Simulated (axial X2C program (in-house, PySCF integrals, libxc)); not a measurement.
# Linear HIrH⁻ at several levels

The task here is to estimate one member of a computed series from the others.

Computed with an in-house X2C program for linear molecules on PySCF integrals. Level: all-electron X2C, two-component (2c) or spin-free, H dyall-v3z, Ir dyall-v3z.

All values are calculated.

2 further runs of the same task are left out: 2 set aside as unsound or not needed.

Set-up of the first run:

task.json

```json
{
 "zs": [
  1,
  77,
  1
 ],
 "q": -1,
 "bas": [
  "dyall-v3z",
  "dyall-v3z",
  "dyall-v3z"
 ],
 "r0": [
  1.54,
  1.54
 ],
 "symm": 1,
 "scan": [
  "PBE0",
  "HF",
  "PBE"
 ],
 "levels": [
  "PBE0",
  "HF",
  "PBE"
 ],
 "nst": 2
}
```

Keys: zs atomic numbers; q charge; bas basis sets; r0 starting distance in Å; symm equal bonds; scan levels of the two-bond scan (MP2 follows by itself at each HF point); levels methods; nst determinants followed.

Command:

```sh
$ python solin.py task.json out
```

Masses H 1.008, Ir 192.963, H 1.008 u.

Among the steps run: Scan at PBE0, 2c; Scan at HF, 2c; Scan at PBE, 2c.

One table of the session follows, with a row left open; its other results are not shown here.

| level | r(H–Ir) (Å) | r(Ir–H) (Å) | lower stretch (cm⁻¹) | upper stretch (cm⁻¹) |
| --- | --- | --- | --- | --- |
| PBE0, 2c | ? | ? | ? | ? |
| HF, 2c | 1.723 | 1.723 | 1530.5 | 1872.2 |
| PBE, 2c | 1.709 | 1.709 | 1573.9 | 1883.9 |
| MP2, 2c | 1.687 | 1.687 | 1672.9 | 1996.6 |
| PBE0, spin-free | 1.704 | 1.704 | 1601.7 | 1924.4 |
| HF, spin-free | 1.726 | 1.726 | 1521.2 | 1873.4 |
| PBE, spin-free | 1.712 | 1.712 | 1567.6 | 1888.2 |
| MP2, spin-free | 1.690 | 1.690 | 1667.9 | 2000.4 |

**Question.** Estimate the row for PBE0, 2c.

As computed: r(H–Ir) (Å): 1.701; r(Ir–H) (Å): 1.701; lower stretch (cm⁻¹): 1608.9; upper stretch (cm⁻¹): 1921.0. In the column «r(H–Ir) (Å)» it lies between MP2, spin-free (1.690) and PBE0, spin-free (1.704).

Scans not shown above were run alike.

To keep in mind: For an anion the highest level of a functional can be positive, and the basis then holds the extra electron. The molecule was held linear; bending was not examined, so a bent shape may lie lower. Note: functional without a current term on a determinant with orbital currents, of the molecule or an atom.
